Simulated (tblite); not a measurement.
# C6H11BrOSi: the cost of one run

Computed with tblite 0.8.0 and PySCF 2.14.0, with density-fitted response routines of our own, on a single molecule in the gas phase. Atoms are numbered from 0 throughout.

### 1 The starting structure

20 atoms, charge 0, multiplicity 1; geometry from: force field or distance geometry start.

Bonds of the start (Å): C0–C1 1.36, C1–Si2 1.83, Si2–C3 1.84, C3–C4 1.48, C4–C5 1.32, C5–Br6 1.89, C4–O7 1.37, O7–C8 1.38, C0–H9 1.08, C0–H10 1.08, C1–H11 1.08, Si2–H12 1.47, Si2–H13 1.48, C3–H14 1.13, C3–H15 1.11, C5–H16 1.11, C8–H17 1.13, C8–H18 1.10, C8–H19 1.13.

### 2 Geometry optimisation with GFN2-xTB

Job settings and geometry (Å):

```
{"job": {"kind": "relax", "xc": "GFN2-xTB", "basis": "xTB"}, "charge": 0, "multiplicity": 1}
C      3.964000     0.254200    -0.577900
C      2.698400     0.662200    -0.287800
Si     1.423600    -0.648700    -0.235400
C      0.066900    -0.350100     0.973800
C     -1.232900     0.073700     0.395200
C     -1.702800     1.242700     0.773200
Br    -3.322700     1.968100     0.135100
O     -1.821000    -0.771100    -0.503600
C     -3.086900    -0.658400    -1.051900
H      4.728900     1.019800    -0.599800
H      4.156600    -0.790400    -0.780800
H      2.473000     1.693200    -0.071000
H      0.804300    -0.745100    -1.567900
H      2.080100    -1.955200     0.003600
H     -0.125600    -1.326400     1.513800
H      0.382400     0.335800     1.784000
H     -1.133700     1.846300     1.504100
H     -3.369900    -1.521600    -1.722800
H     -3.902600    -0.534700    -0.327900
H     -3.085200     0.216500    -1.768700
```

On the command line:

```bash
> OMP_NUM_THREADS=1 python probes_run.py task.json out
```

One launch serves the whole session: the jobs run in the order shown.

Q: Estimate the wall time of this first job on 1 thread of Arm Neoverse V1, shared host.

About 2.3 s.
